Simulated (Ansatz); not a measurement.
**AlGaHO+ (triplet): from Hartree-Fock to the top rungs, cc-pVDZ**

One table from this session's results is given with a row withheld; the runs are named, their logs left out.

Method: cc-pVDZ, core rule «outside noble gas», up to 20 orbitals frozen; program: Ansatz 0.2.0, Gaussian basis.

Plan: UHF; CCSD(T) on ROHF; CCSD(T) on UHF; BCCD(T) on ROHF; CISD; CCSDT(Q) on ROHF; CCSDT(Q) on UHF; CASSCF and MRCISD+Q, 10 electrons in 10 orbitals; CASSCF and NEVPT2, 10 electrons in 10 orbitals.

28 further runs of the same task are left out: 1 for a known fault of the program, 11 that didn't finish, 16 set aside as unsound or not needed.

**What is computed**

The geometry is a PBE0/def2-TZVP stationary point (not a proven minimum) of the parent state, kept for this charge and spin. No spin-orbit coupling is included. The filled d shell of Ga may be among the frozen orbitals whatever the setting's name suggests; the logs give the count.

4 atoms, charge 1, spin multiplicity 3.

Atoms are counted from 1 here; the program's logs count them from 0.

Bond lengths: Ga1–Al2 2.313 Å, Al2–O3 1.646 Å, O3–H4 0.946 Å. Angles: Ga1–Al2–O3 180.0°, Al2–O3–H4 180.0°.

Set-up of the first run:

Contents of in.yaml:

```yaml
crystal:
  periodic: [false, false, false]
  atoms:
    - {symbol: Ga, position_ang: [0.000000, 0.000000, -2.794000]}
    - {symbol: Al, position_ang: [0.000000, 0.000000, -0.481200]}
    - {symbol: O, position_ang: [0.000000, 0.000000, 1.164800]}
    - {symbol: H, position_ang: [0.000000, 0.000000, 2.110400]}
basis:
  gaussian: {orbitals: cc-pVDZ}
total_charge: 1
magnetization: {spin_polarized: true, initial_magnetization: 2}
hamiltonian: {xc: hf}
output: {orbitals: {seedname: orbitals}}
```

Launch:

```sh
ansatz run in.yaml --threads 1 --pin off --events-out ev --progress --plain --max-ram 2393MiB
```

Steps of the session up to this table: UHF; CCSD(T) on ROHF; CCSD(T) on UHF; BCCD(T) on ROHF; CISD; CCSDT(Q) on ROHF; CCSDT(Q) on UHF; CASSCF and MRCISD+Q, 10 electrons in 10 orbitals; CASSCF and NEVPT2, 10 electrons in 10 orbitals.

One table of the session follows, with a row left open; its other results are not shown here.

| method | from UCCSDT(Q) (meV) |
| --- | --- |
| ROHF | +7653.9 |
| UHF | +7553.9 |
| RMP2 | +772.7 |
| UMP2 | +754.3 |
| RCCSD | +247.1 |
| UCCSD | ? |
| RCCSD(T) | +60.2 |
| UCCSD(T) | +48.2 |
| BCCD(T) | +57.5 |
| RCCSDT | +34.7 |
| UCCSDT | +22.7 |
| RCCSDT(Q) | +15.0 |
| UCCSDT(Q) | 0 |
| CASSCF frontier | +4085.4 |
| NEVPT2 frontier | +1098.7 |

Q: Estimate the row for UCCSD from the others.

As computed: from UCCSDT(Q) (meV): +232.4. In the column «from UCCSDT(Q) (meV)» it lies between RCCSD(T) (+60.2) and RCCSD (+247.1).

Not comparable, so not listed: CISD; CASSCF and MRCISD+Q, 10 electrons in 10 orbitals (they don't share determinant, frozen orbitals or solution with the rows shown, or repeat one).

Limits of these values: Restricted and unrestricted rows rest on different reference determinants; where their highest levels disagree by more than a few hundredths of an eV, they describe different states and don't form one ladder. Warnings in the runs' records: passed over end.
